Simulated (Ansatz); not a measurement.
# Fe3CoGe4: the cost of one run

Method: DFT PBE, scalar-relativistic, plane waves, PAW, unless a step names another level, in Ansatz 0.2.0.

1 further run of the same task is left out (it didn't finish).

## (1) The starting structure

It takes space group R3 (No. 146, trigonal). The conventional cell has a = 6.588 Å, b = 6.588 Å, c = 8.071 Å, α = 90.00°, β = 90.00°, γ = 120.00°. Fe (site symmetry 1) is surrounded by 7 Ge at 2.37 to 2.64 Å. Around Co (site symmetry 3) lie 7 Ge at 2.36 to 2.63 Å. Ge (site symmetry 1) has 5 Fe at 2.37 to 2.64 Å and 2 Co at 2.41 to 2.63 Å as nearest neighbours. Around Ge (site symmetry 3) lie 1 Co at 2.36 Å and 6 Fe at 2.42 to 2.64 Å.

Structure file:

```xyz
8
Lattice="3.2940 1.9018 2.6904 -3.2940 1.9018 2.6904 0.0000 -3.8036 2.6904" Properties=species:S:1:pos:R:3 pbc="T T T"
Fe   -2.4176   -0.5158    4.3961
Fe    0.7621    2.3516    4.3961
Fe    1.6555   -1.8358    4.3961
Co    0.0000    0.0000    2.9486
Ge    2.2325    0.6065    3.6123
Ge   -0.5910   -2.2366    3.6123
Ge    0.0000    0.0000    5.3114
Ge   -1.6415    1.6302    3.6123
```

The cell was relaxed beforehand at this level, from a generated guess; it needn't be the stable form of this composition. At a tolerance of 0.05 Å it has space group R3 (No. 146); it has 12.64 Å³/atom, an uncorrected energy of -0.12 eV/atom over the elements.

## (2) Electronic structure at the relaxed geometry

File input.yaml:

```yaml
crystal:
  lattice:
    - [3.2940104629, 1.9017978275, 2.6904097372]
    - [-3.2940104629, 1.9017978275, 2.6904097372]
    - [0.0, -3.803595655, 2.6904097372]
  atoms:
    - { symbol: Fe, position: [0.1324779679, 0.8664303935, 0.6350631321], spin: 1.22 }
    - { symbol: Fe, position: [0.8664303935, 0.6350631321, 0.1324779679], spin: 1.22 }
    - { symbol: Fe, position: [0.6350631321, 0.1324779679, 0.8664303935], spin: 1.22 }
    - { symbol: Co, position: [0.3653242184, 0.3653242184, 0.3653242184], spin: 0.25 }
    - { symbol: Ge, position: [0.8395652906, 0.1618242031, 0.341249945] }
    - { symbol: Ge, position: [0.1618242031, 0.341249945, 0.8395652906] }
    - { symbol: Ge, position: [0.6580648494, 0.6580648494, 0.6580648494] }
    - { symbol: Ge, position: [0.341249945, 0.8395652906, 0.1618242031] }
basis:
  ecutwfc: 420
kpoints:
  mp_grid: { grid: [12, 12, 12] }
  band_path:
    path:
      - [[0.0, 0.0, 0.0], [0.5, 0.5, 0.5], [0.50021343, 0.49978657, 0.5]]
      - [[0.5, -0.49978657, 0.49978657], [0.5, 0.0, 0.0], [0.0, 0.0, 0.0], [0.49989329, -0.49989329, 0.0]]
      - [[0.50010671, 0.0, 0.49989329], [0.5, 0.0, 0.5], [0.0, 0.0, 0.0]]
    npoints: 14
hamiltonian:
  xc: pbe
scf:
  occupations: { method: gaussian, width: 0.1 }
  n_extra_bands: 20
output:
  forces: true
  stress: true
  eigenvalues: true
  populations: true
  dos: { projected: true, de: 0.02, nscf_kmesh: { grid: [15, 15, 15] } }
  bader: true
  write_density: true
  write_potential: true
  elf: true
  volumetric_format: npy
magnetization:
  spin_polarized: true
checkpoint:
  read: start.run
  write: ck
  compress: false
  write_wavefunctions: false
  write_every: 100000
```

Run with:

```sh
$ ansatz run input.yaml --threads 4 --pin off --max-ram 8192MiB --backend cpu --events-out ev --progress --plain --runs-dir out
```

What time and memory should one allow on 4 threads of Intel Xeon at 2.70GHz, shared host?

About 8.3 min, with a peak of 3.8 GiB.
